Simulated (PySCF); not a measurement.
# C5H5NO3P−: vibronic structure

What do calculations give for the vibronic structure of C5H5NO3P− (`O=[P@]([O-])(O)c1ccncc1`)?

Programs: PySCF 2.14.0, with routines of our own; each step states its level. All values are computed. Atoms count from 0.

### 1 The starting structure

15 atoms, charge -1, multiplicity 1; geometry from: GFN2-xTB.

### 2 Vibronic structure: TDDFT CAM-B3LYP/6-31+G*

Job settings and geometry (Å):

```
{"job": {"kind": "vib", "xc": "CAM-B3LYP", "basis": "6-31+G*", "tda": false}, "charge": -1, "multiplicity": 1}
O      2.288056    -0.716398     1.430635
P      2.005988    -0.430865     0.003680
O      2.408480    -1.370633    -1.083143
O      2.619911     1.065557    -0.389204
C      0.195106    -0.089772    -0.153219
C     -0.639127    -1.190821    -0.041699
C     -2.006699    -1.005879    -0.113744
N     -2.576246     0.180472    -0.288714
C     -1.772879     1.229822    -0.387770
C     -0.392171     1.152973    -0.323342
H      2.812251     0.966809    -1.319029
H     -0.194784    -2.165589     0.096372
H     -2.697473    -1.839374    -0.030917
H     -2.275902     2.182297    -0.528557
H      0.221075     2.039391    -0.398916
```

Method: TDDFT CAM-B3LYP/6-31+G* vertical-gradient vibronic structure (displaced harmonic oscillators, Condon), gas phase.

Run with:

```
> OMP_NUM_THREADS=1 python excited_run.py task.json out
```

This one command runs all jobs of the session in turn.

The log of the run:

```text
final grid: 65336 points
cycle   1  E = -814.9258092643  dE =  2.374e+00  |g| = 1.277e+00  |ddm| = 1.928e+01
cycle   2  E = -814.5520199816  dE =  3.738e-01  |g| = 1.910e+00  |ddm| = 2.133e+01
cycle   3  E = -815.2537106127  dE = -7.017e-01  |g| = 1.930e-01  |ddm| = 1.297e+01
cycle   4  E = -815.2602523806  dE = -6.542e-03  |g| = 8.873e-02  |ddm| = 1.123e+00
cycle   5  E = -815.2617842186  dE = -1.532e-03  |g| = 1.754e-02  |ddm| = 4.146e-01
cycle   6  E = -815.2618549597  dE = -7.074e-05  |g| = 6.040e-03  |ddm| = 1.181e-01
cycle   7  E = -815.2618633343  dE = -8.375e-06  |g| = 2.107e-03  |ddm| = 2.439e-02
cycle   8  E = -815.2618643513  dE = -1.017e-06  |g| = 8.891e-04  |ddm| = 1.109e-02
cycle   9  E = -815.2618645431  dE = -1.917e-07  |g| = 2.969e-04  |ddm| = 5.997e-03
cycle  10  E = -815.2618645660  dE = -2.296e-08  |g| = 9.889e-05  |ddm| = 1.889e-03
cycle  11  E = -815.2618645694  dE = -3.321e-09  |g| = 4.457e-05  |ddm| = 8.767e-04
cycle  12  E = -815.2618645698  dE = -4.852e-10  |g| = 1.325e-05  |ddm| = 2.112e-04
converged SCF energy = -815.2618645698

Singlet excitations (eV, f): 5.124 (0.0125)  5.471 (0.0636)  5.509 (0.0076)  5.555 (0.0240)  5.764 (0.0332)  5.812 (0.0064)

State S1  5.1237 eV  f = 0.01253  H-2->L+1 0.50, H-5->L+1 0.24, H-1->L+1 0.11
  relaxed dipole 4.818 D, largest gradient of the excitation energy 0.0371 Eh/bohr
  mode    cm-1        S   lambda/meV  Raman
   27   1206.2    0.2645      39.6   1.000
   16    704.7    0.3752      32.8   0.484
   26   1142.9    0.1926      27.3   0.654
   12    521.2    0.2013      13.0   0.142
   14    683.0    0.1354      11.5   0.164
   22   1003.5    0.0477       5.9   0.125
   33   1557.2    0.0092       1.8   0.058
    7    297.8    0.0482       1.8   0.011
    5    270.7    0.0486       1.6   0.009
   15    701.1    0.0161       1.4   0.021
    3    126.4    0.0878       1.4   0.004
    6    289.9    0.0320       1.1   0.007
  reorganisation energy 0.1441 eV, total S 1.508, 0-0 4.9796 eV
  absorption maximum 4.982 eV, width 0.200 eV

State S2  5.4705 eV  f = 0.06356  H->L+1 0.85
  relaxed dipole 4.300 D, largest gradient of the excitation energy 0.1077 Eh/bohr
  mode    cm-1        S   lambda/meV  Raman
   12    521.2    4.9509     319.9   1.000
   26   1142.9    0.9563     135.5   0.929
   23   1079.0    0.8200     109.7   0.710
   10    445.0    1.7616      97.2   0.259
   14    683.0    0.9800      83.0   0.340
   34   1584.5    0.3133      61.5   0.585
   16    704.7    0.2980      26.0   0.110
    9    370.8    0.2574      11.8   0.026
    6    289.9    0.2569       9.2   0.016
   25   1104.2    0.0662       9.1   0.060
   32   1458.9    0.0482       8.7   0.076
   22   1003.5    0.0508       6.3   0.038
  reorganisation energy 0.9067 eV, total S 11.232, 0-0 4.5638 eV
  absorption maximum 5.428 eV, width 0.728 eV

State S5  5.7640 eV  f = 0.03323  H-1->L+1 0.68, H-2->L+1 0.08
  relaxed dipole 3.975 D, largest gradient of the excitation energy 0.0964 Eh/bohr
  mode    cm-1        S   lambda/meV  Raman
   12    521.2    3.2965     213.0   0.704
   26   1142.9    0.9739     138.0   1.000
   23   1079.0    0.7333      98.1   0.671
   14    683.0    0.6413      54.3   0.235
   34   1584.5    0.2641      51.9   0.521
   10    445.0    0.5993      33.1   0.093
    9    370.8    0.4177      19.2   0.045
   16    704.7    0.2038      17.8   0.080
   28   1248.7    0.1124      17.4   0.138
   32   1458.9    0.0553      10.0   0.093
   25   1104.2    0.0680       9.3   0.065
   22   1003.5    0.0540       6.7   0.043
  reorganisation energy 0.6964 eV, total S 8.000, 0-0 5.0677 eV
  absorption maximum 5.736 eV, width 0.664 eV

State T1  4.2753 eV  f = 0.00000  H-6->L+1 0.23, H->L+1 0.17, H-1->L+1 0.11
  relaxed dipole 5.170 D, largest gradient of the excitation energy 0.0581 Eh/bohr
  mode    cm-1        S   lambda/meV  Raman
   26   1142.9    0.8848     125.4   1.000
   24   1087.2    0.1492      20.1   0.153
   33   1557.2    0.0796      15.4   0.167
   34   1584.5    0.0611      12.0   0.133
   22   1003.5    0.0589       7.3   0.051
   32   1458.9    0.0335       6.1   0.062
   30   1296.6    0.0357       5.7   0.052
   12    521.2    0.0531       3.4   0.012
   10    445.0    0.0423       2.3   0.007
   25   1104.2    0.0151       2.1   0.016
    3    126.4    0.0841       1.3   0.001
    6    289.9    0.0248       0.9   0.002
  reorganisation energy 0.2075 eV, total S 1.637, 0-0 4.0678 eV
  absorption maximum 4.210 eV, width 0.316 eV
```

Wall time 86 s (1 thread of Arm Neoverse V2, shared host); peak memory 1.2 GiB.

The fields below are evaluated on a grid from the run's orbitals.

Frontier orbitals at CAM-B3LYP/6-31+G*, with the share of their density that lies nearest to each atom:

```csv
orbital,energy (eV),lies on
HOMO,-4.41,O0 49 %; O2 38 %
LUMO,3.50,"H13 34 %; H12, H14 about 16 % each; N7 9 %"
```

ELF in a plane through or near 12 of the atoms.

Values, 10 rows by 14 columns:
```
0.00 0.00 0.00 0.00 0.00 0.00 0.00 0.00 0.00 0.00 0.00 0.00 0.00 0.00
0.00 0.00 0.00 0.00 0.00 0.00 0.01 0.00 0.00 0.06 0.08 0.00 0.00 0.00
0.00 0.00 0.01 0.10 0.10 0.01 0.94 0.80 0.02 0.96 0.99 0.43 0.00 0.00
0.00 0.03 0.36 0.77 0.84 0.08 0.94 0.88 0.63 0.67 0.77 0.02 0.00 0.00
0.00 0.07 0.59 0.80 0.79 0.14 0.42 0.58 0.65 0.62 0.71 0.89 0.62 0.01
0.00 0.00 0.02 0.29 0.57 0.44 0.73 0.52 0.27 0.62 0.72 0.75 0.38 0.01
0.00 0.00 0.04 0.28 0.39 0.28 0.08 0.41 0.18 0.39 0.91 0.41 0.00 0.00
0.00 0.00 0.01 0.06 0.07 0.02 0.39 1.00 0.78 0.13 0.99 0.96 0.04 0.00
0.00 0.00 0.00 0.00 0.00 0.00 0.04 0.65 0.17 0.00 0.08 0.03 0.00 0.00
0.00 0.00 0.00 0.00 0.00 0.00 0.00 0.00 0.00 0.00 0.00 0.00 0.00 0.00
```
The map spans 10.9 Å across and 9.7 Å up, centred on the molecule. Atoms in the plane (x, y in Å): P1 (-2.0, -0.5), O3 (-2.6, 1.0), C4 (-0.2, -0.1), C5 (0.7, -1.2), C6 (2.0, -1.0), N7 (2.6, 0.2), C8 (1.8, 1.3), C9 (0.4, 1.2), H11 (0.2, -2.2), H12 (2.7, -1.8), H13 (2.2, 2.2), H14 (-0.2, 2.0).

On the surface of density 0.002 e/bohr³ the electrostatic potential runs, from the 1st to the 99th percentile, from -5.92 V near O0 to -1.67 V near H10.

### 3 Vibronic structure: TDDFT mPW1PW91/6-31G*

The job, as its differences from that of step 2:

```diff
@@ -1,2 +1,2 @@
-{"job": {"kind": "vib", "xc": "CAM-B3LYP", "basis": "6-31+G*", "tda": false}, "charge": -1, "multiplicity": 1}
+{"job": {"kind": "vib", "xc": "mPW1PW91", "basis": "6-31G*", "tda": false, "temperature": 600, "nstates": 4}, "charge": -1, "multiplicity": 1}
 O      2.288056    -0.716398     1.430635
```

Method: TDDFT mPW1PW91/6-31G* vertical-gradient vibronic structure (displaced harmonic oscillators, Condon), gas phase.

The log of the run:

```text
final grid: 65336 points
cycle   1  E = -814.9759008620  dE =  2.179e+00  |g| = 1.300e+00  |ddm| = 4.397e+00
cycle   2  E = -813.7835316939  dE =  1.192e+00  |g| = 2.590e+00  |ddm| = 3.608e+00
cycle   3  E = -815.2565641702  dE = -1.473e+00  |g| = 4.717e-01  |ddm| = 2.854e+00
cycle   4  E = -815.3085201982  dE = -5.196e-02  |g| = 1.460e-01  |ddm| = 6.388e-01
cycle   5  E = -815.3116853216  dE = -3.165e-03  |g| = 7.026e-02  |ddm| = 1.964e-01
cycle   6  E = -815.3127539338  dE = -1.069e-03  |g| = 1.678e-02  |ddm| = 8.082e-02
cycle   7  E = -815.3128044894  dE = -5.056e-05  |g| = 8.995e-03  |ddm| = 2.322e-02
cycle   8  E = -815.3128220770  dE = -1.759e-05  |g| = 1.561e-03  |ddm| = 9.000e-03
cycle   9  E = -815.3128226187  dE = -5.417e-07  |g| = 5.449e-04  |ddm| = 2.244e-03
cycle  10  E = -815.3128226833  dE = -6.464e-08  |g| = 2.316e-04  |ddm| = 7.563e-04
cycle  11  E = -815.3128226980  dE = -1.467e-08  |g| = 4.571e-05  |ddm| = 2.797e-04
cycle  12  E = -815.3128226984  dE = -4.186e-10  |g| = 2.385e-05  |ddm| = 6.255e-05
converged SCF energy = -815.3128226984

Singlet excitations (eV, f): 4.523 (0.0204)  4.745 (0.0123)  4.895 (0.0051)  4.912 (0.0675)

State S1  4.5227 eV  f = 0.02042  H->L 0.90, H-1->L 0.08
  relaxed dipole 5.236 D, largest gradient of the excitation energy 0.1154 Eh/bohr
  mode    cm-1        S   lambda/meV  Raman
   12    521.2    6.3245     408.7   1.000
   23   1079.0    1.2827     171.6   0.869
   26   1142.9    0.7359     104.3   0.559
   14    683.0    1.1778      99.7   0.320
   10    445.0    1.6904      93.3   0.195
   34   1584.5    0.3805      74.7   0.556
   16    704.7    0.3506      30.6   0.101
    5    270.7    0.8157      27.4   0.035
    7    297.8    0.4982      18.4   0.026
    6    289.9    0.4956      17.8   0.024
    9    370.8    0.2902      13.3   0.023
   27   1206.2    0.0845      12.6   0.072
  reorganisation energy 1.1192 eV, total S 14.804, 0-0 3.4035 eV

State S2  4.7454 eV  f = 0.01228  H-2->L 0.76, H-1->L 0.16
  relaxed dipole 2.209 D, largest gradient of the excitation energy 0.0329 Eh/bohr
  mode    cm-1        S   lambda/meV  Raman
   27   1206.2    0.2085      31.2   1.000
    7    297.8    0.5730      21.2   0.168
   26   1142.9    0.1373      19.5   0.591
   12    521.2    0.2727      17.6   0.244
   23   1079.0    0.1243      16.6   0.477
   22   1003.5    0.1137      14.1   0.377
   28   1248.7    0.0546       8.4   0.280
   34   1584.5    0.0310       6.1   0.256
   16    704.7    0.0663       5.8   0.109
    3    126.4    0.3081       4.8   0.016
   25   1104.2    0.0203       2.8   0.082
   10    445.0    0.0381       2.1   0.025
  reorganisation energy 0.1645 eV, total S 2.285, 0-0 4.5809 eV
  absorption maximum 4.703 eV, width 0.348 eV

State S4  4.9122 eV  f = 0.06746  H-1->L 0.70, H-2->L 0.15
  relaxed dipole 4.498 D, largest gradient of the excitation energy 0.1126 Eh/bohr
  mode    cm-1        S   lambda/meV  Raman
   12    521.2    5.1475     332.6   0.875
   23   1079.0    1.3725     183.6   1.000
   26   1142.9    0.7131     101.0   0.583
   34   1584.5    0.2437      47.9   0.383
   10    445.0    0.8267      45.6   0.102
   14    683.0    0.5228      44.3   0.153
   16    704.7    0.3891      34.0   0.121
   33   1557.2    0.0903      17.4   0.137
   25   1104.2    0.1029      14.1   0.079
    6    289.9    0.3897      14.0   0.020
   22   1003.5    0.1100      13.7   0.069
    4    242.8    0.4479      13.5   0.017
  reorganisation energy 0.9149 eV, total S 11.382, 0-0 3.9974 eV

State T1  4.0493 eV  f = 0.00000  H->L 0.50, H-1->L 0.22, H-6->L 0.12
  relaxed dipole 1.955 D, largest gradient of the excitation energy 0.0704 Eh/bohr
  mode    cm-1        S   lambda/meV  Raman
   26   1142.9    0.9484     134.4   1.000
   12    521.2    1.7199     111.1   0.377
   34   1584.5    0.4344      85.3   0.880
   23   1079.0    0.2515      33.6   0.236
   10    445.0    0.4960      27.4   0.079
   14    683.0    0.3069      26.0   0.116
   28   1248.7    0.1046      16.2   0.132
   11    504.9    0.2171      13.6   0.045
    4    242.8    0.3657      11.0   0.017
    6    289.9    0.2628       9.4   0.018
    9    370.8    0.2026       9.3   0.022
   16    704.7    0.0965       8.4   0.039
  reorganisation energy 0.5275 eV, total S 5.900, 0-0 3.5219 eV
  absorption maximum 4.010 eV, width 0.656 eV
```

Run time: 35 s. Hardware: 1 thread of Arm Neoverse V2, shared host; peak memory 1.1 GiB.

### 4 Outcome

```
                                                                                         quantity                      value
S1: vertical, reorganisation, 0-0, total S (step 2, TDDFT CAM-B3LYP/6-31+G*, modes from GFN2-xTB)   5.12, 0.14, 4.98 eV; 1.5
S2: vertical, reorganisation, 0-0, total S (step 2, TDDFT CAM-B3LYP/6-31+G*, modes from GFN2-xTB)  5.47, 0.91, 4.56 eV; 11.2
S5: vertical, reorganisation, 0-0, total S (step 2, TDDFT CAM-B3LYP/6-31+G*, modes from GFN2-xTB)   5.76, 0.70, 5.07 eV; 8.0
  S1: vertical, reorganisation, 0-0, total S (step 3, TDDFT mPW1PW91/6-31G*, modes from GFN2-xTB)  4.52, 1.12, 3.40 eV; 14.8
  S2: vertical, reorganisation, 0-0, total S (step 3, TDDFT mPW1PW91/6-31G*, modes from GFN2-xTB)   4.75, 0.16, 4.58 eV; 2.3
  S4: vertical, reorganisation, 0-0, total S (step 3, TDDFT mPW1PW91/6-31G*, modes from GFN2-xTB)  4.91, 0.91, 4.00 eV; 11.4
```

In words: Some states lie very close; unless symmetry makes them partners, their order is unsure. For an anion in the gas phase, states above the energy of detachment are held by the basis alone, so excitations and responses hang on it. The vibronic model keeps the ground-state modes (from xTB) and shifts them along the gradient alone, so it can miss much of the relaxation that a full optimisation finds. In step 3 the harmonic model is doubtful.
